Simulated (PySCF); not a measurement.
**Se: dipole response in aug-cc-pVTZ-PP with ECP10**

How polarisable is Se at the levels listed below?

Program: PySCF 2.14.0. Level of theory: unrestricted determinants in a Gaussian basis, no spin-orbit coupling in the energies. These are calculated values, not measurements, unless marked.

## 1. What is computed

| Property | Result |
| --- | --- |
| Element | selenium (Z = 34) |
| Basis | aug-cc-pVTZ-PP with ECP10MDF (6s5p4d2f, 55 functions) |
| Hamiltonian | a scalar-relativistic core potential |
| State 1 | Se: [Ar] 3d10 4s2 4p4, high-spin 3P determinant |
| Methods | UHF, PBE, PBE0, BP86, wB97M-V |

The outer shells:

Se [Ar] 3d10 4s2 4p4
```
[Ar] core
3d [↑↓][↑↓][↑↓][↑↓][↑↓]
4s [↑↓]
4p [↑↓][↑ ][↑ ]
```

The runs were made by one driver on top of PySCF. The scripts below sum up each run's settings (the driver also hands on starting orbitals that pick excited configurations, and frozen orbitals as a list rather than a count), and the logs come from the driver's own runs. The driver starts from symmetry-adapted Hartree-Fock orbitals, holds the occupation by maximum overlap and uses a logarithmic radial grid for functionals, so a plain start would take other cycles.

The integrals over 55 functions and the set-up took 0.44 s of CPU time.

## 2. Se: the ladder of methods

Level: UHF.

The input, input.py:

```python
from pyscf import gto, scf, dft, mp, cc
import basis_set_exchange as bse
txt = bse.get_basis("aug-cc-pVTZ-PP", elements=["Se"], fmt="nwchem", header=False)
cut = txt.index("\nECP")
mol = gto.M(atom="Se 0 0 0", charge=0, spin=2, symmetry="D2h",
            basis=gto.basis.parse(txt[:cut]),
            ecp={"Se": gto.basis.parse_ecp(txt[cut:])})
mf = scf.UHF(mol)
mf.irrep_nelec = {'Ag': (4, 4), 'B1g': (1, 1), 'B2g': (1, 1), 'B3g': (1, 1), 'B1u': (2, 1), 'B2u': (2, 2), 'B3u': (2, 1)}
mf.kernel()
```

The program printed:

```text
damping factor = 0
level_shift factor = 0
DIIS = <class 'pyscf.scf.diis.CDIIS'>
diis_start_cycle = 1
diis_space = 10
diis_damp = 0
SCF conv_tol = 1e-09
SCF conv_tol_grad = None
number electrons alpha = 13  beta = 11
cycle= 1 E= -371.861856365823  delta_E= -0.00499  |g|= 0.0271  |ddm|= 0.0643
cycle= 2 E= -371.862531587637  delta_E= -0.000675  |g|= 0.0108  |ddm|= 0.0287
cycle= 3 E= -371.862670018743  delta_E= -0.000138  |g|= 0.00113  |ddm|= 0.0255
cycle= 4 E= -371.862672771304  delta_E= -2.75e-06  |g|= 0.000425  |ddm|= 0.0063
cycle= 5 E= -371.862673110428  delta_E= -3.39e-07  |g|= 0.000158  |ddm|= 0.0022
cycle= 6 E= -371.862673158477  delta_E= -4.8e-08  |g|= 2.51e-05  |ddm|= 0.00102
cycle= 7 E= -371.862673159456  delta_E= -9.79e-10  |g|= 4.28e-06  |ddm|= 0.000129
converged SCF energy = -371.862673159456  <S^2> = 2.0109422  2S+1 = 3.007286
```

CPU time 2.2 s on a shared host, the integrals not counted.

The occupied shells:

```tsv
shell	electrons	mean orbital energy (eV)	spread (eV)	rms radius (bohr)
3s α	1	-242.75	0	0.615
3s β	1	-242.36	0	0.615
3p α	3	-185.08	0.563	0.637
3p β	3	-184.63	0.021	0.637
3d α	5	-70.873	0.527	0.690
3d β	5	-70.592	0.255	0.690
4s α	1	-26.099	0	1.97
4s β	1	-20.809	0	1.97
4p α	3	-11.590	1.732	2.48
4p β	1	-9.451	0	2.48
```

⟨S²⟩ = 2.011, ⟨L²⟩ = 2.04.

The driver then solved the coupled dipole response at imaginary frequencies: mean α = 25.00 bohr³ (xx, yy, zz: 23.36, 28.29, 23.36), C₆ = 206.1 au for a like pair.

Energies and moments cover only the electrons outside the core potential.

Level: PBE.

Changes to input.py:

```diff
@@ -7,3 +7,3 @@
             ecp={"Se": gto.basis.parse_ecp(txt[cut:])})
-mf = scf.UHF(mol)
+mf = dft.UKS(mol, xc="PBE")
 mf.irrep_nelec = {'Ag': (4, 4), 'B1g': (1, 1), 'B2g': (1, 1), 'B3g': (1, 1), 'B1u': (2, 1), 'B2u': (2, 2), 'B3u': (2, 1)}
```

The program printed:

```text
damping factor = 0
level_shift factor = 0
DIIS = <class 'pyscf.scf.diis.CDIIS'>
diis_start_cycle = 1
diis_space = 10
diis_damp = 0
SCF conv_tol = 1e-09
SCF conv_tol_grad = None
number electrons alpha = 13  beta = 11
XC functionals = PBE
    J. P. Perdew, K. Burke, and M. Ernzerhof.,  Phys. Rev. Lett. 77, 3865 (1996)
    J. P. Perdew, K. Burke, and M. Ernzerhof.,  Phys. Rev. Lett. 78, 1396 (1997)
    J. P. Perdew, K. Burke, and M. Ernzerhof.,  Phys. Rev. Lett. 77, 3865 (1996)
    J. P. Perdew, K. Burke, and M. Ernzerhof.,  Phys. Rev. Lett. 78, 1396 (1997)
cycle= 1 E= -373.120396294426  delta_E= -0.0103  |g|= 0.091  |ddm|= 0.342
cycle= 2 E= -373.121007030087  delta_E= -0.000611  |g|= 0.0638  |ddm|= 0.116
cycle= 3 E= -373.12167860935  delta_E= -0.000672  |g|= 0.00536  |ddm|= 0.0549
cycle= 4 E= -373.121693615356  delta_E= -1.5e-05  |g|= 0.000446  |ddm|= 0.0125
cycle= 5 E= -373.121693761166  delta_E= -1.46e-07  |g|= 4.7e-05  |ddm|= 0.00124
cycle= 6 E= -373.121693762977  delta_E= -1.81e-09  |g|= 1.62e-06  |ddm|= 0.000124
cycle= 7 E= -373.121693762979  delta_E= -2.22e-12  |g|= 1.37e-07  |ddm|= 5.56e-06
converged SCF energy = -373.121693762979  <S^2> = 2.0031857  2S+1 = 3.002123
```

CPU time 4.5 s on a shared host, the integrals not counted.

The driver then solved the coupled dipole response at imaginary frequencies: mean α = 27.78 bohr³ (xx, yy, zz: 25.55, 32.24, 25.55), C₆ = 233.6 au for a like pair.

Level: PBE0.

Changes to input.py:

```diff
@@ -7,3 +7,3 @@
             ecp={"Se": gto.basis.parse_ecp(txt[cut:])})
-mf = dft.UKS(mol, xc="PBE")
+mf = dft.UKS(mol, xc="PBE0")
 mf.irrep_nelec = {'Ag': (4, 4), 'B1g': (1, 1), 'B2g': (1, 1), 'B3g': (1, 1), 'B1u': (2, 1), 'B2u': (2, 2), 'B3u': (2, 1)}
```

The program printed:

```text
damping factor = 0
level_shift factor = 0
DIIS = <class 'pyscf.scf.diis.CDIIS'>
diis_start_cycle = 1
diis_space = 10
diis_damp = 0
SCF conv_tol = 1e-09
SCF conv_tol_grad = None
number electrons alpha = 13  beta = 11
XC functionals = PBE0
    C. Adamo and V. Barone.,  J. Chem. Phys. 110, 6158 (1999)
    M. Ernzerhof and G. E. Scuseria.,  J. Chem. Phys. 110, 5029 (1999)
cycle= 1 E= -373.094220891866  delta_E= -0.00722  |g|= 0.0508  |ddm|= 0.227
cycle= 2 E= -373.094567343014  delta_E= -0.000346  |g|= 0.0288  |ddm|= 0.0717
cycle= 3 E= -373.094705208099  delta_E= -0.000138  |g|= 0.0025  |ddm|= 0.0243
cycle= 4 E= -373.094708512319  delta_E= -3.3e-06  |g|= 0.000689  |ddm|= 0.00619
cycle= 5 E= -373.094708804809  delta_E= -2.92e-07  |g|= 3.05e-05  |ddm|= 0.00169
cycle= 6 E= -373.094708806508  delta_E= -1.7e-09  |g|= 5.79e-06  |ddm|= 0.000166
cycle= 7 E= -373.094708806562  delta_E= -5.48e-11  |g|= 5.39e-07  |ddm|= 3.11e-05
converged SCF energy = -373.094708806562  <S^2> = 2.0041894  2S+1 = 3.0027917
```

It used 6.4 s of CPU time after the integrals (shared host).

The driver then solved the coupled dipole response at imaginary frequencies: mean α = 26.48 bohr³ (xx, yy, zz: 24.52, 30.41, 24.52), C₆ = 220.5 au for a like pair.

Level: BP86.

Changes to input.py:

```diff
@@ -7,3 +7,3 @@
             ecp={"Se": gto.basis.parse_ecp(txt[cut:])})
-mf = dft.UKS(mol, xc="PBE0")
+mf = dft.UKS(mol, xc="B88,P86")
 mf.irrep_nelec = {'Ag': (4, 4), 'B1g': (1, 1), 'B2g': (1, 1), 'B3g': (1, 1), 'B1u': (2, 1), 'B2u': (2, 2), 'B3u': (2, 1)}
```

The program printed:

```text
damping factor = 0
level_shift factor = 0
DIIS = <class 'pyscf.scf.diis.CDIIS'>
diis_start_cycle = 1
diis_space = 10
diis_damp = 0
SCF conv_tol = 1e-09
SCF conv_tol_grad = None
number electrons alpha = 13  beta = 11
XC functionals = B88,P86
    A. D. Becke.,  Phys. Rev. A 38, 3098 (1988)
    J. P. Perdew.,  Phys. Rev. B 33, 8822 (1986)
cycle= 1 E= -373.281040041638  delta_E= -0.0107  |g|= 0.0885  |ddm|= 0.388
cycle= 2 E= -373.281690468062  delta_E= -0.00065  |g|= 0.06  |ddm|= 0.116
cycle= 3 E= -373.282264673645  delta_E= -0.000574  |g|= 0.0055  |ddm|= 0.0506
cycle= 4 E= -373.282279611557  delta_E= -1.49e-05  |g|= 0.000362  |ddm|= 0.0116
cycle= 5 E= -373.282279707625  delta_E= -9.61e-08  |g|= 4.23e-05  |ddm|= 0.00106
cycle= 6 E= -373.282279709133  delta_E= -1.51e-09  |g|= 1.91e-06  |ddm|= 0.000133
cycle= 7 E= -373.282279709135  delta_E= -2.73e-12  |g|= 1.17e-07  |ddm|= 6.01e-06
converged SCF energy = -373.282279709135  <S^2> = 2.0029067  2S+1 = 3.0019372
```

CPU time 4.2 s on a shared host, the integrals not counted.

The driver then solved the coupled dipole response at imaginary frequencies: mean α = 28.01 bohr³ (xx, yy, zz: 25.76, 32.52, 25.76), C₆ = 235.8 au for a like pair.

Level: wB97M-V.

Changes to input.py:

```diff
@@ -7,3 +7,3 @@
             ecp={"Se": gto.basis.parse_ecp(txt[cut:])})
-mf = dft.UKS(mol, xc="B88,P86")
+mf = dft.UKS(mol, xc="WB97M_V")
 mf.irrep_nelec = {'Ag': (4, 4), 'B1g': (1, 1), 'B2g': (1, 1), 'B3g': (1, 1), 'B1u': (2, 1), 'B2u': (2, 2), 'B3u': (2, 1)}
```

The program printed:

```text
damping factor = 0
level_shift factor = 0
DIIS = <class 'pyscf.scf.diis.CDIIS'>
diis_start_cycle = 1
diis_space = 10
diis_damp = 0
SCF conv_tol = 1e-09
SCF conv_tol_grad = None
number electrons alpha = 13  beta = 11
XC functionals = WB97M_V
    N. Mardirossian and M. Head-Gordon.,  J. Chem. Phys. 144, 214110 (2016)
NLC functional = WB97M_V
cycle= 1 E= -372.925219295955  delta_E= -0.00651  |g|= 0.0438  |ddm|= 0.301
cycle= 2 E= -372.925533604742  delta_E= -0.000314  |g|= 0.0218  |ddm|= 0.0786
cycle= 3 E= -372.925619832537  delta_E= -8.62e-05  |g|= 0.00222  |ddm|= 0.0172
cycle= 4 E= -372.925623511665  delta_E= -3.68e-06  |g|= 0.000424  |ddm|= 0.00575
cycle= 5 E= -372.925623632548  delta_E= -1.21e-07  |g|= 6.23e-05  |ddm|= 0.000926
cycle= 6 E= -372.925623639989  delta_E= -7.44e-09  |g|= 9.32e-06  |ddm|= 0.000324
cycle= 7 E= -372.92562364016  delta_E= -1.71e-10  |g|= 6.44e-07  |ddm|= 5.47e-05
converged SCF energy = -372.92562364016  <S^2> = 2.0030141  2S+1 = 3.0020087
```

CPU time 17 s on a shared host, the integrals not counted.

The driver then solved the coupled dipole response at imaginary frequencies: mean α = 26.53 bohr³ (xx, yy, zz: 24.66, 30.28, 24.66), C₆ = 217.9 au for a like pair.

Radial density 4πr²ρ of Se at UHF, the electrons outside the core potential:

```tsv
r (bohr)	density	spin density
0.000597	2.81e-05	0.000
0.00100	7.93e-05	0.000
0.00169	0.000223	0.000
0.00284	0.000618	0.000
0.00478	0.00166	0.000
0.00803	0.00410	0.000
0.0135	0.00893	0.000
0.0227	0.0173	0.000
0.0382	0.0310	0.000
0.0643	0.104	0.000
0.108	0.776	-0.001
0.182	4.96	0.003
0.306	20.0	0.083
0.515	32.2	0.113
0.866	11.9	0.060
1.46	3.94	0.915
2.45	2.14	0.794
4.12	0.277	0.101
6.93	0.00515	0.001
```

## 3. Polarisabilities and C₆

Se, in atomic units:

```tsv
method	mean α	C₆ (like pair)	S(−4)
UHF	25.00	206.1	160.1
PBE	27.78	233.6	222.7
PBE0	26.48	220.5	191.7
BP86	28.01	235.8	227.8
wB97M-V	26.53	217.9	201.0
```

Reference α: 28.9 ± 1 bohr³ (recommended; Schwerdtfeger and Nagle, table of static dipole polarizabilities (2023 update)). Published C₆: 210.0 (Chu and Dalgarno (2004); Tang, Norbeck and Certain (1976)).

α(iu) at wB97M-V:

```tsv
u (hartree)	α(iu) (bohr³)
0	26.53
0.0500	26.04
0.100	24.72
0.200	20.84
0.300	16.85
0.500	10.90
0.750	6.719
1.00	4.480
1.50	2.376
2.00	1.473
3.00	0.7346
5.00	0.2970
```

## 4. What came out

```
quantity                                               value
 α of Se  25.00 (UHF) to 28.01 (BP86) bohr³; reference 28.90
```

For Se BP86 is nearest the reference (-3 %). All values hold for this basis alone; no basis-set limit was taken.
